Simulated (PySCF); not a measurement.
# SiF3 (trifluorosilyl) at 6 levels

We compute a comparison of 6 runs (U-wB97M-V/aug-cc-pVDZ, UB2PLYP/aug-cc-pVDZ, UBHLYP/aug-cc-pVDZ, UCAM-B3LYP/aug-cc-pVDZ, UM06-L/aug-cc-pVDZ, UPBE0/aug-cc-pVDZ) of SiF3 (trifluorosilyl). 

The results are computed with PySCF 2.14.0.

1 further run of the same task is left out (set aside as unsound or not needed).

**1. Starting point**

SiF3: 4 atoms, total charge 0, spin state doublet. As SMILES, `F[Si](F)F`. One bond was lengthened or shortened from a relaxed shape.

Bond lengths: F1–Si2 1.818 Å, Si2–F3 1.581 Å, Si2–F4 1.581 Å. Angles: F1–Si2–F3 107.9°, F1–Si2–F4 107.9°, F3–Si2–F4 107.9°.

**2. A single-point energy at U-wB97M-V/aug-cc-pVDZ (run 1)**

Input file input.py:

```python
from pyscf import gto, dft

molecule = gto.M(
    atom=[
    ('F', (0.944990, -0.615055, 1.289313)),
    ('Si', (-0.282750, 0.213060, 0.234280)),
    ('F', (-0.994260, -0.892250, -0.644340)),
    ('F', (0.492160, 1.186230, -0.741640)),
],
    spin=1,
    basis='aug-cc-pvdz',
    charge=0,
    verbose=3,
    max_memory=1860,
)

mf = dft.UKS(molecule)
mf.xc = 'wb97m-v'
mf.nlcgrids.level = 1
mf.grids.level = 5
mf.conv_tol = 1e-10
mf.kernel()
if not mf.converged:
    mf = mf.newton().run(mf.mo_coeff, mf.mo_occ)

etot = mf.e_tot
print('Final energy', etot)
```

Launch:

```bash
$ OMP_NUM_THREADS=1 python input.py
```

Standard output:

```text
converged SCF energy = -589.082976462022  <S^2> = 0.75132482  2S+1 = 2.0013244
Final energy -589.082976462022
```

Wall time 98 s (1 thread of Arm Neoverse V1, shared host); peak memory 0.55 GiB.

**3. A single-point energy at UB2PLYP/aug-cc-pVDZ (run 2)**

Input file job.py:

```python
from pyscf import gto, dft, mp

system = gto.Mole()
system.atom = '''
F    0.944990  -0.615055   1.289313
Si  -0.282750   0.213060   0.234280
F   -0.994260  -0.892250  -0.644340
F    0.492160   1.186230  -0.741640
'''
system.basis = 'aug-cc-pvdz'
system.verbose = 3
system.max_memory = 1860
system.spin = 1
system.build()

ks = dft.UKS(system)
ks.xc = '0.53*HF + 0.47*B88, 0.73*LYP'
ks.grids.level = 5
ks.conv_tol = 1e-10
ks.kernel()
if not ks.converged:
    ks = ks.newton().run(ks.mo_coeff, ks.mo_occ)

pt = mp.MP2(ks, frozen=8).run()
e_tot = ks.e_tot + 0.27 * pt.e_corr
print('PT2 part  %.8f' % (0.27 * pt.e_corr))
print('E = %.10f Eh' % e_tot)
```

Launch:

```bash
$ OMP_NUM_THREADS=1 python job.py
```

Standard output:

```text
WARN: HOMO -0.212570859927967 >= LUMO -0.212570859927965

converged SCF energy = -588.625201658405  <S^2> = 0.7526768  2S+1 = 2.002675
E(UMP2) = -589.468491060187  E_corr = -0.843289401781361
E(SCS-UMP2) = -589.431947824677  E_corr = -0.806746166271281
PT2 part  -0.22768814
E = -588.8528897969 Eh
```

Run time: 27 s. Hardware: 1 thread of Arm Neoverse V1, shared host; peak memory 0.49 GiB.

Runs 3 to 4 aren't shown in full; the table further down has their settings and results.

**4. The energy at UM06-L/aug-cc-pVDZ (run 5)**

Input file input.py:

```python
from pyscf import gto, dft

mol = gto.Mole()
mol.atom = '''
F      1.785772    -1.162286     2.436448
Si    -0.534320     0.402625     0.442725
F     -1.878879    -1.686108    -1.217626
F      0.930048     2.241650    -1.401496
'''
mol.charge = 0
mol.unit = 'bohr'
mol.max_memory = 1860
mol.verbose = 3
mol.spin = 1
mol.basis = 'aug-cc-pvdz'
mol.build()

ks = dft.UKS(mol)
ks.xc = 'm06-l'
ks.grids.level = 5
ks.conv_tol = 1e-10
ks.kernel()
if not ks.converged:
    ks = ks.newton().run(ks.mo_coeff, ks.mo_occ)

etot = ks.e_tot
print('E(%s) = %.9f' % ('M06-L', etot))
```

Launch:

```bash
$ OMP_NUM_THREADS=1 python input.py
```

Standard output:

```text
converged SCF energy = -589.118675417753  <S^2> = 0.75215187  2S+1 = 2.0021507
E(M06-L) = -589.118675418
```

Wall time 65 s (1 thread of Arm Neoverse V1, shared host); peak memory 0.55 GiB.

**5. A single-point energy at UPBE0/aug-cc-pVDZ (run 6)**

Input file input.py:

```python
from pyscf import gto, dft

system = gto.M(
    atom=[
    ('F', (0.944990, -0.615055, 1.289313)),
    ('Si', (-0.282750, 0.213060, 0.234280)),
    ('F', (-0.994260, -0.892250, -0.644340)),
    ('F', (0.492160, 1.186230, -0.741640)),
],
    verbose=3,
    max_memory=1860,
    basis='aug-cc-pvdz',
    spin=1,
)

mf = dft.UKS(system, xc='pbe0')
mf.grids.level = 5
mf.conv_tol = 1e-10
mf.kernel()
if not mf.converged:
    mf = mf.newton().run(mf.mo_coeff, mf.mo_occ)

e_tot = mf.e_tot
print('E(%s) = %.9f' % ('PBE0', e_tot))
```

Launch:

```bash
$ OMP_NUM_THREADS=1 python input.py
```

Standard output:

```text
WARN: HOMO -0.218581758379215 >= LUMO -0.218581758379217

converged SCF energy = -588.758816598119  <S^2> = 0.75170529  2S+1 = 2.0017046
E(PBE0) = -588.758816598
```

It took 26 s on 1 thread of Arm Neoverse V1, shared host; peak memory 0.49 GiB.

**6. The series**

| run | level | nlc grid | frozen core orbitals | energy (Eh) | dipole moment (D) | HOMO energy (eV) | LUMO energy (eV) | wall time |
| --- | --- | --- | --- | --- | --- | --- | --- | --- |
| 1 | U-wB97M-V/aug-cc-pVDZ | 1 | – | -589.082976 | 2.00 | -10.35 | -2.61 | 98 s |
| 2 | UB2PLYP/aug-cc-pVDZ | – | 8 | -588.852890 | 2.13 | -9.84 | -2.98 | 27 s |
| 3 | UBHLYP/aug-cc-pVDZ | – | – | -589.058141 | 2.13 | -9.80 | -3.49 | 26 s |
| 4 | UCAM-B3LYP/aug-cc-pVDZ | – | – | -589.105865 | 2.01 | -9.86 | -3.42 | 38 s |
| 5 | UM06-L/aug-cc-pVDZ | – | – | -589.118675 | 1.92 | -7.31 | -5.13 | 65 s |
| 6 | UPBE0/aug-cc-pVDZ | – | – | -588.758817 | 1.94 | -8.51 | -4.21 | 26 s |

**7. Summary of results**

```
                                 quantity          value
                      run 6: total energy  -588.75882 Eh
                     run 6: dipole moment         1.94 D
run 6: HOMO energy (highest over α and β)       -8.51 eV
 run 6: LUMO energy (lowest over α and β)       -4.21 eV
                              run 6: ⟨S²⟩          0.752
```

In words: The dipole moment (its size) runs from 1.92 D (UM06-L/aug-cc-pVDZ) to 2.13 D (UB2PLYP/aug-cc-pVDZ). A double hybrid's value is that of its SCF part. Totals of different functionals can't be ranked against each other. All runs together took 4.7 min, the longest 98 s.
